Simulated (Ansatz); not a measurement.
# HfIn4SiO6 (Cm) in Ansatz: further runs

Aim: see how the results for HfIn4SiO6 move with the level of theory and the settings. Levels: PBE, PBEsol. Tasks: electric field gradients, band structure, projected density of states.

All numbers are computed with Ansatz 0.2.0; they aren't measurements. Logs are shortened: lines on timing, memory, paths and dates and some standing lists are left out, and cuts for length are marked.

### 1 Starting point

Symmetry: Cm, No. 8, monoclinic system. The conventional cell has a = 6.461 Å, b = 11.155 Å, c = 6.494 Å, α = 90.00°, β = 103.71°, γ = 90.00°. Around Hf (site symmetry m) lie 4 O at 1.97 to 2.02 Å. In (site symmetry 1) has 3 O at 2.38 to 2.46 Å as nearest neighbours. Around In (site symmetry 1) lie 3 O at 2.42 to 2.65 Å. Si (site symmetry m) has 4 O at 1.63 to 1.66 Å as nearest neighbours. Around O (site symmetry 1) lie 1 Si at 1.65 Å. O (site symmetry m) has 1 Si at 1.66 Å as nearest neighbours. O (site symmetry m) has 1 Si at 1.63 Å as nearest neighbours. O (site symmetry 1) has 1 Hf at 1.97 Å as nearest neighbours.

The cell was built by a generator and needn't be a form met in nature.

### 2 Electric field gradients, PBE

Contents of input.yaml:

```yaml
crystal:
  lattice:
    - [3.23023, -5.57768, -0.0247]
    - [3.23023, 5.57768, -0.0247]
    - [-1.49068, 0.0, 6.3203]
  atoms:
    - { symbol: Hf, position: [0.10178, 0.10178, 0.00912] }
    - { symbol: In, position: [0.79222, 0.48204, 0.00818] }
    - { symbol: In, position: [0.48204, 0.79222, 0.00818] }
    - { symbol: In, position: [0.54472, 0.21983, 0.48398] }
    - { symbol: In, position: [0.21983, 0.54472, 0.48398] }
    - { symbol: Si, position: [0.85433, 0.85433, 0.44523] }
    - { symbol: O, position: [0.835, 0.58822, 0.38104] }
    - { symbol: O, position: [0.58822, 0.835, 0.38104] }
    - { symbol: O, position: [0.02899, 0.02899, 0.295] }
    - { symbol: O, position: [0.9792, 0.9792, 0.69555] }
    - { symbol: O, position: [0.42852, 0.14514, 0.07435] }
    - { symbol: O, position: [0.14514, 0.42852, 0.07435] }
kpoints:
  mp_grid: { grid: [5, 5, 4] }
scf:
  occupations: { method: fermi_dirac, width: 0.05 }
hamiltonian:
  xc: pbe
  pseudopotentials: { kind: all_electron, datasets: crystal }
output:
  forces: true
  stress: true
  eigenvalues: true
  efg: {}
  elf: true
  volumetric_format: npy
```

Potentials or basis: all-electron PAW datasets made for the crystal.

Command:

```
ansatz run input.yaml --threads 8 --pin off --max-ram 24576MiB --backend cpu --events-out ev --progress --plain --runs-dir out
```

Log:

```text
Warning: RAYON_NUM_THREADS=8 ignored (pool sized by the plan → 8); use --threads N
hamiltonian.pseudopotentials.datasets: crystal makes datasets for this crystal and solves the spheres of its atoms anew in each pass: cutoff 540.0 eV, the density's 2160.0 eV; for an error of 0.50 meV an atom under PBE, 6.0 meV for the cell; an energy difference from a run of another recipe may be off by several times the error for the cell, under r2SCAN by more, where some 0.1 meV an atom stays at smaller errors; O in spheres of 0.799 Å, 6 of its electrons in bands; Si in spheres of 0.831 Å, 12 of its electrons in bands; In in spheres of 1.376 Å, 13 of its electrons in bands; Hf in spheres of 1.159 Å, 26 of its electrons in bands
In, Hf: output.efg is read without spin–orbit coupling, which moves field gradients at and beside such atoms by some per cent and up to a factor of two; PAW files take it under magnetization.noncollinear and magnetization.spin_orbit
Engine: ansatz 0.2.0, x86_64-unknown-linux-gnu
Pseudopotentials: kind: all_electron
Pseudopotential: Hf, paw, valence charge 26, recommended cutoff 540 eV (normal), crystal/all_electron/pbe/scalar/gaussian/Hf, Koelling and Harmon's equation, gaussian nucleus
Pseudopotential: In, paw, valence charge 13, recommended cutoff 540 eV (normal), crystal/all_electron/pbe/scalar/gaussian/In, Koelling and Harmon's equation, gaussian nucleus
Pseudopotential: Si, paw, valence charge 12, recommended cutoff 540 eV (normal), crystal/all_electron/pbe/scalar/gaussian/Si, Koelling and Harmon's equation, gaussian nucleus
Pseudopotential: O, paw, valence charge 6, recommended cutoff 540 eV (normal), crystal/all_electron/pbe/scalar/gaussian/O, Koelling and Harmon's equation, gaussian nucleus
Functional definition: PBE
  parameter kappa = 0.804
  parameter beta = 0.06672455060314922
  exchange = pbe_x(kappa = kappa, mu = beta*pi^2/3)
  correlation = pbe_c(beta = beta)
Crystal: 12 atoms, lattice volume = 227.337 Å³
Basis set: ecut = 540 eV, 6471 PW (Γ), exchange–correlation on 100×100×100 points (8 copies of the dense FFT grid, shifted against one another)
Bands: 76, of which v1, the nominal top of the filled ones, is band 63 counted from 1 (62 counted from 0)
Symmetry: 2 space group operations
Space group: Cm (ITA 8), of the structure as read, at distance tolerance 6.1e-5 Å
k-points: 33 of 100 (time reversal used)
Non-local potential: Hf, projectors of the file, l = 0: 2, l = 1: 2, l = 2: 1, l = 3: 2
Non-local potential: In, projectors of the file, l = 0: 1, l = 1: 1, l = 2: 2
Non-local potential: Si, projectors of the file, l = 0: 2, l = 1: 2
Non-local potential: O, projectors of the file, l = 0: 1, l = 1: 1
PAW form: soft (Blöchl's): semilocal exchange-correlation on the pseudo side does not see the compensation charge
PAW one-centre angular grid: Hf, 590 points (default); XC on its mesh's 1767 points in the sphere
PAW one-centre angular grid: In, 590 points (default); XC on its mesh's 1869 points in the sphere
PAW one-centre angular grid: Si, 110 points (default); XC on its mesh's 1833 points in the sphere
PAW one-centre angular grid: O, 110 points (default); XC on its mesh's 1871 points in the sphere
Initial density: superposition of atomic densities (neutral atoms: chi_scale 0, normalization atom)
Initial wavefunctions: pseudopotential atomic-orbital guess
Functional: x = pbe(κ = 0.804, μ = 0.2195149727645171), c = pbe(β = 0.06672455060314922)
iter 1 solved again at ethr=3.84e-2 eV; its pass at ethr=1.00e-1 eV (dr2=4.84e1 eV) is discarded
SCF iter   1: F=—  HF=-1070636.115325 eV  |F-HF|=—  |Δ(HF+E_count)|=         —  Δρ=1.44e-1  dr2=4.96e1  ethr=3.84e-2  ⟨swp⟩=2.0  Hψ=11988  notcnv=0
preconditioner: auto → Resta (q_TF=auto, 2.473 Å⁻¹)  ε∞=4.1  [insulator: Δε(μ)=0.826 eV  Ē_g=14.674 eV  σ=0.050 eV  W_gap=1.00  n_scr=64 (ndim 8)  ℏωp=25.8 eV  f_vac=0.008  D(μ)=0.00/eV (n_scr^D=0)  ε∞_Penn≈4.1]
iter 2 solved again at ethr=2.68e-3 eV; its pass at ethr=3.84e-2 eV (dr2=3.38e0 eV) is discarded
SCF iter   2: F=—  HF=-1070624.045044 eV  |F-HF|=—  |Δ(HF+E_count)|=    1.21e1  Δρ=5.32e-2  dr2=3.42e0  ethr=2.68e-3  ⟨swp⟩=3.8  Hψ=11588  notcnv=0  defer=8
SCF iter   3: F=—  HF=-1070623.466213 eV  |F-HF|=—  |Δ(HF+E_count)|=   5.79e-1  Δρ=2.36e-2  dr2=1.05e0  ethr=2.68e-3  ⟨swp⟩=4.0  Hψ=5491  notcnv=0  defer=2
SCF iter   4: F=—  HF=-1070623.322926 eV  |F-HF|=—  |Δ(HF+E_count)|=   1.43e-1  Δρ=1.50e-2  dr2=4.20e-1  ethr=8.33e-4  ⟨swp⟩=4.6  Hψ=6607  notcnv=0  defer=1
SCF iter   5: F=—  HF=-1070623.253120 eV  |F-HF|=—  |Δ(HF+E_count)|=   6.98e-2  Δρ=2.51e-3  dr2=1.48e-2  ethr=3.33e-4  ⟨swp⟩=4.7  Hψ=6100  notcnv=0  defer=6
SCF iter   6: F=—  HF=-1070623.267990 eV  |F-HF|=—  |Δ(HF+E_count)|=   1.49e-2  Δρ=1.43e-3  dr2=4.38e-3  ethr=1.17e-5  ⟨swp⟩=4.5  Hψ=6555  notcnv=0  defer=16
SCF iter   7: F=—  HF=-1070623.269221 eV  |F-HF|=—  |Δ(HF+E_count)|=   1.23e-3  Δρ=8.09e-4  dr2=1.24e-3  ethr=3.47e-6  ⟨swp⟩=4.2  Hψ=6024  notcnv=0  defer=21
SCF iter   8: F=—  HF=-1070623.269106 eV  |F-HF|=—  |Δ(HF+E_count)|=   1.16e-4  Δρ=2.10e-4  dr2=1.84e-4  ethr=9.83e-7  ⟨swp⟩=4.0  Hψ=5587  notcnv=0  defer=14
SCF iter   9: F=—  HF=-1070623.269231 eV  |F-HF|=—  |Δ(HF+E_count)|=   1.25e-4  Δρ=1.44e-4  dr2=7.52e-5  ethr=1.46e-7  ⟨swp⟩=4.1  Hψ=5870  notcnv=0  defer=17
SCF iter  10: F=—  HF=-1070623.269285 eV  |F-HF|=—  |Δ(HF+E_count)|=   5.38e-5  Δρ=4.26e-5  dr2=3.83e-6  ethr=5.97e-8  ⟨swp⟩=4.0  Hψ=6119  notcnv=0  defer=12
SCF iter  11: F=—  HF=-1070623.269288 eV  |F-HF|=—  |Δ(HF+E_count)|=   3.35e-6  Δρ=3.34e-5  dr2=1.98e-6  ethr=3.04e-9  ⟨swp⟩=4.4  Hψ=5962  notcnv=0
SCF iter  12: F=—  HF=-1070623.269288 eV  |F-HF|=—  |Δ(HF+E_count)|=   1.32e-7  Δρ=6.29e-6  dr2=1.41e-7  ethr=1.57e-9  ⟨swp⟩=4.3  Hψ=5917  notcnv=0
SCF iter  13: F=-1070623.269289 eV  HF=-1070623.269289 eV  |F-HF|=5.12e-9  |Δ(HF+E_count)|=   2.50e-7  Δρ=2.31e-6  dr2=1.52e-8  ethr=1.12e-10  ⟨swp⟩=4.4  Hψ=6220  notcnv=0  defer=6
SCF 1 converged in 13 iterations: F = -1070623.269282 eV  dr2 = 1.52e-8
  Residual-converged pass: ⟨swp⟩=5.1  Hψ=5625  notcnv=0  max |occ|·‖R‖ = 6.5e-6 eV (tolerance 6.7e-6 eV)  dr2=1.80e-8  dr2_onsite=8.83e-9  max |Δocc| = 3.3e-9
SCF converged after 13 iterations
Free energy (F): -1070623.269282 eV
Harris-Foulkes:  -1070623.269282 eV  (|F-HF|=5.12e-9)
Internal energy: -1070623.269186 eV  (E = F + TS)
E sigma→0 (E₀):  -1070623.269234 eV
Entropy (-TS):   -0.000096 eV (-0.008 meV/atom)
Past the cutoff: the bands carry plane waves up to 1.75 times it, of which those up to 1.5 times it add -0.000164 eV an atom, each by itself; the spheres take 0.000199 eV an atom off the energy for waves past 1.75 times it
By the cutoff:   a pressure is off by up to 0.006 GPa (1.2 times the spheres' own share and the shells' term, over an atom's volume, and 0.004 GPa: a bound that held against runs at twice the plane waves)
Past the cutoffs: a stress includes 0.0014 GPa for waves and charges beyond them, in addition to the slope of what the spheres take
In the spheres:  the bands' charges fall short by 3.7e-7 e at most (sound up to 1e-3)
Fermi energy:    9.781829 eV
--- Per-component energies (eV) ---
  E_band       = -1070.218464
  E_kinetic    = 2208.962765
  E_local      = -16397.277585  (includes V_loc(G=0)·N_el)
  E_nonlocal   = -1108.401589
  E_hartree    = 7573.029427
  E_xc         = -903.764783
  E_vxc        = -1125.911578  (∫ρ·V_xc dr)
  E_paw        = -1082945.516150  (= ΣΔE_a)
  E_vpaw       = -31140.655490  (= ΣTr[D̂ρ^β])
  E_ewald      = -10397.307219
  E_smearing   = -0.000096  (= −TS)
  E_closure    = 31347.005948  (closes the sum)
  Σ components = -1070623.269282   (vs F -1070623.269282, Δ=0.00e0)
  The terms above E_closure are by the made datasets' own strengths, without shells solved beside the bands.
--- Forces (eV/Å), atoms counted from 1 ---
  atom   1  Hf    -0.00539274     0.00000000    -0.00479072
  atom   2  In     0.00298846     0.00399434     0.00282585
  atom   3  In     0.00298846    -0.00399434     0.00282585
  atom   4  In    -0.00123909    -0.00026573    -0.00185802
  atom   5  In    -0.00123909     0.00026573    -0.00185802
  atom   6  Si    -0.00333055     0.00000000    -0.00356549
  atom   7  O      0.00010711     0.00649450     0.00009694
  atom   8  O      0.00010711    -0.00649450     0.00009694
  atom   9  O     -0.00072359    -0.00000000     0.00240651
  atom  10  O     -0.00084175     0.00000000     0.00169606
  atom  11  O      0.00323999    -0.00064688     0.00101314
  atom  12  O      0.00323999     0.00064688     0.00101314
  max |Σ_I F_I| component: 9.78e-5 eV/Å
--- Stress (GPa, compression-positive) ---
       -0.022904       0.000000      -0.014191
        0.000000      -0.012107       0.000000
       -0.014191       0.000000      -0.004453
  P = ⅓ Tr σ = -0.0132 GPa (-0.132 kbar)
--- PAW observables at the nuclei: V_zz in 10²¹ V/m², potentials from the cell's mean, atoms counted from 1 ---
  atom   1  Hf V_zz =   -35.213869   η = 0.8805   by run symmetry: allowed
            electrostatic potential = -14172.531731 V   contact ρ = 7525202.901749 e/Å³
  atom   2  In V_zz =    -8.665859   η = 0.4187   by run symmetry: allowed
            electrostatic potential = -7936.720003 V   contact ρ = 1133036.212024 e/Å³
  atom   3  In V_zz =    -8.665859   η = 0.4187   by run symmetry: allowed
            electrostatic potential = -7936.720003 V   contact ρ = 1133036.212024 e/Å³
  atom   4  In V_zz =    +8.618569   η = 0.8141   by run symmetry: allowed
            electrostatic potential = -7936.737444 V   contact ρ = 1133069.377405 e/Å³
  atom   5  In V_zz =    +8.618569   η = 0.8141   by run symmetry: allowed
            electrostatic potential = -7936.737444 V   contact ρ = 1133069.377405 e/Å³
  atom   6  Si V_zz =    +1.429263   η = 0.2549   by run symmetry: allowed
            electrostatic potential = -1359.184007 V   contact ρ = 12811.612309 e/Å³
  atom   7  O  V_zz =    +4.106553   η = 0.4072   by run symmetry: allowed
            electrostatic potential = -623.445632 V   contact ρ = 2158.320898 e/Å³
  atom   8  O  V_zz =    +4.106553   η = 0.4072   by run symmetry: allowed
            electrostatic potential = -623.445632 V   contact ρ = 2158.320898 e/Å³
  atom   9  O  V_zz =    +4.464283   η = 0.5329   by run symmetry: allowed
            electrostatic potential = -623.113888 V   contact ρ = 2156.839951 e/Å³
  atom  10  O  V_zz =    +5.459222   η = 0.1154   by run symmetry: allowed
            electrostatic potential = -623.277441 V   contact ρ = 2156.042549 e/Å³
  atom  11  O  V_zz =    +2.229997   η = 0.4369   by run symmetry: allowed
            electrostatic potential = -623.290983 V   contact ρ = 2159.776838 e/Å³
  atom  12  O  V_zz =    +2.229997   η = 0.4369   by run symmetry: allowed
            electrostatic potential = -623.290983 V   contact ρ = 2159.776838 e/Å³
--- Band table (eV; the first three rows and the last of 33) ---
  k-point 0: bands = ["-124.8963", "-80.9735", "-80.9500", "-80.9394", "-52.7736", "-21.6632", "-21.6480", "-21.6309", "-10.7111", "-9.3685", "-9.2582", "-9.2138", "-8.7198", "-8.4935", "-4.7003", "-4.6709", "-4.6559", "-4.6430", "-4.6290", "-4.6266", "-4.6105", "-4.5999", "-4.5759", "-4.5712", "-4.5660", "-4.5641", "-4.5489", "-4.5484", "-4.5419", "-4.5152", "-4.5140", "-4.4402", "-4.4077", "-4.4025", "-2.6896", "-2.6878", "-2.6740", "-2.6551", "-2.6474", "-2.6256", "-2.6199", "0.8905", "2.8396", "3.2233", "3.3918", "4.0905", "4.3255", "4.4407", "4.5213", "4.8983", "4.9669", "5.0547", "5.2922", "5.5049", "5.6362", "5.6653", "5.8464", "6.0927", "6.5202", "6.6926", "8.3186", "8.4022", "9.0235", "11.0928", "11.3650", "11.5688", "12.3145", "12.3909", "12.5982"]
  k-point 1: bands = ["-124.8963", "-80.9735", "-80.9500", "-80.9394", "-52.7736", "-21.6632", "-21.6480", "-21.6313", "-10.6330", "-9.4955", "-9.2578", "-9.2057", "-8.7029", "-8.4927", "-4.6945", "-4.6585", "-4.6448", "-4.6396", "-4.6362", "-4.6143", "-4.6142", "-4.6033", "-4.6015", "-4.5750", "-4.5698", "-4.5626", "-4.5550", "-4.5488", "-4.5205", "-4.5049", "-4.5009", "-4.4453", "-4.4332", "-4.4174", "-2.6896", "-2.6859", "-2.6734", "-2.6550", "-2.6475", "-2.6293", "-2.6199", "1.1571", "2.6051", "3.2211", "3.3900", "3.8023", "4.2019", "4.4464", "4.5177", "4.9227", "5.0659", "5.1019", "5.3450", "5.4557", "5.7013", "5.7032", "6.1345", "6.2333", "6.4905", "6.8476", "8.0238", "8.3160", "9.2074", "10.9752", "11.4500", "11.5206", "12.1864", "12.2205", "12.8677"]
  k-point 2: bands = ["-124.8963", "-80.9735", "-80.9500", "-80.9394", "-52.7736", "-21.6633", "-21.6480", "-21.6317", "-10.5373", "-9.6321", "-9.2573", "-9.2016", "-8.6896", "-8.4919", "-4.6906", "-4.6476", "-4.6385", "-4.6372", "-4.6361", "-4.6194", "-4.6100", "-4.6077", "-4.5919", "-4.5856", "-4.5649", "-4.5644", "-4.5606", "-4.5436", "-4.5098", "-4.4934", "-4.4843", "-4.4729", "-4.4655", "-4.4243", "-2.6895", "-2.6841", "-2.6724", "-2.6551", "-2.6475", "-2.6330", "-2.6198", "1.5395", "2.3699", "3.0838", "3.3855", "3.5401", "4.1062", "4.4691", "4.5481", "4.9255", "5.1363", "5.1478", "5.3110", "5.3803", "5.7374", "5.7617", "6.3639", "6.6491", "6.8421", "6.8866", "7.2655", "8.3179", "9.3982", "10.8728", "11.3791", "11.5107", "12.0826", "12.4073", "12.7187"]
  k-point 32: bands = ["-124.8963", "-80.9735", "-80.9500", "-80.9394", "-52.7736", "-21.6633", "-21.6482", "-21.6317", "-10.5254", "-9.6321", "-9.2796", "-9.1890", "-8.6741", "-8.5027", "-4.7041", "-4.6807", "-4.6465", "-4.6319", "-4.6146", "-4.6073", "-4.6003", "-4.5940", "-4.5828", "-4.5768", "-4.5749", "-4.5528", "-4.5476", "-4.5303", "-4.5144", "-4.5073", "-4.4972", "-4.4869", "-4.4743", "-4.4469", "-2.6889", "-2.6826", "-2.6722", "-2.6547", "-2.6490", "-2.6285", "-2.6202", "1.7091", "2.3709", "3.2691", "3.3038", "3.4465", "3.7512", "3.9528", "4.0664", "4.6379", "5.3525", "5.3861", "5.4975", "5.8223", "5.9747", "6.0858", "6.3894", "6.4843", "6.7356", "7.4180", "7.8287", "7.9055", "8.7534", "11.1054", "11.4866", "11.7630", "11.9668", "12.2162", "13.2001"]
```

Wall time 40 s (8 threads of AMD EPYC 9R45 (Zen 5), shared host); peak memory 7.1 GiB.

What came out:

- Free energy: -1070623.2693 eV
- Pressure: 0.0 GPa
- Largest force: 0.007 eV/Å
- Band gap on the k mesh: 0.64 eV, indirect (least direct gap 0.90 eV)

Forces on the atoms (eV/Å):
```
Hf  -0.005  0.000 -0.005
In   0.003  0.004  0.003
In   0.003 -0.004  0.003
In  -0.001  0.000 -0.002
In  -0.001  0.000 -0.002
Si  -0.003  0.000 -0.004
O    0.000  0.006  0.000
O    0.000 -0.006  0.000
O   -0.001  0.000  0.002
O   -0.001  0.000  0.002
O    0.003 -0.001  0.001
O    0.003  0.001  0.001
```

Caveat: spin-orbit coupling is left out, which moves the levels of the heavy elements; an odd mesh through Γ misses points on the zone boundary, where band edges often lie.

### 3 Band structure, PBEsol

input.yaml, as its differences from that of step 2:

```diff
@@ -19,3 +19,13 @@
 kpoints:
-  mp_grid: { grid: [5, 5, 4] }
+  mp_grid: { grid: [4, 4, 3] }
+  band_path:
+    path:
+      - [0.0, 0.0, 0.0]
+      - [-0.3338542549, -0.3338542549, 0.0399491201]
+      - [-0.381431581, -0.381431581, 0.4435126576]
+      - [-0.2862769288, -0.2862769288, 0.6363855826]
+      - [0.0, 0.0, 0.5]
+      - [-0.5, 0.5, 0.5]
+      - [-0.618568419, 0.381431581, 0.5564873424]
+    npoints: 12
 scf:
@@ -23,4 +33,4 @@
 hamiltonian:
-  xc: pbe
-  pseudopotentials: { kind: all_electron, datasets: crystal }
+  xc: pbesol
+  pseudopotentials: { kind: all_electron, lapw: { basis_error: 0.002 } }
 output:
@@ -29,4 +39 @@
   eigenvalues: true
-  efg: {}
-  elf: true
-  volumetric_format: npy
```

Potentials or basis: all-electron LAPW, scalar-relativistic.

Command:

```
ansatz run input.yaml --threads 8 --pin off --max-ram 24576MiB --backend cpu --events-out ev --progress --plain --runs-dir out
```

It took 2.1 min on 8 threads of Intel Xeon 6975P-C (Granite Rapids), shared host; peak memory 4.2 GiB.

It converged, with:

| Quantity | Value |
| --- | --- |
| Free energy | -1070156.0033 eV |
| Pressure | -3.3 GPa |
| Largest force | 0.205 eV/Å |
| Band gap on the k mesh | 0.50 eV, indirect (least direct gap 0.77 eV) |
| Band gap along the path | 0.44 eV, indirect (least direct gap 0.81 eV) |

Forces on the atoms (eV/Å):
```
Hf   0.123  0.000  0.100
In  -0.065 -0.034  0.192
In  -0.065  0.034  0.192
In   0.064 -0.002 -0.167
In   0.064  0.002 -0.167
Si   0.008  0.000 -0.024
O   -0.009  0.026 -0.049
O   -0.009 -0.026 -0.049
O    0.022  0.000 -0.144
O   -0.003  0.000  0.117
O   -0.065  0.118 -0.001
O   -0.065 -0.118 -0.001
```

Stress tensor (GPa, compression positive):
```
-3.26  0.00  0.02
 0.00 -3.14  0.00
 0.02  0.00 -3.54
```

Levels at the corners of the path, in eV from the valence-band top:
```
point  band 124  band 125  band 126  band 127  band 128  band 129
    Γ     -1.12     -1.04     -0.43      1.60      1.88      2.08
    Y     -1.89     -1.40     -0.14      1.17      1.91      2.79
    F     -1.54     -1.28     -0.74      1.00      1.36      2.74
    H     -1.69     -1.28     -0.38      0.44      1.27      2.56
    Z     -2.18     -1.12     -0.05      1.38      1.90      2.02
    I     -1.58     -1.43     -0.78      1.54      1.97      2.23
   F1     -1.54     -1.28     -0.74      1.00      1.36      2.74
```

Caveat: spin-orbit coupling is left out, which moves the levels of the heavy elements.

(Part 1 of 2 ends here.)
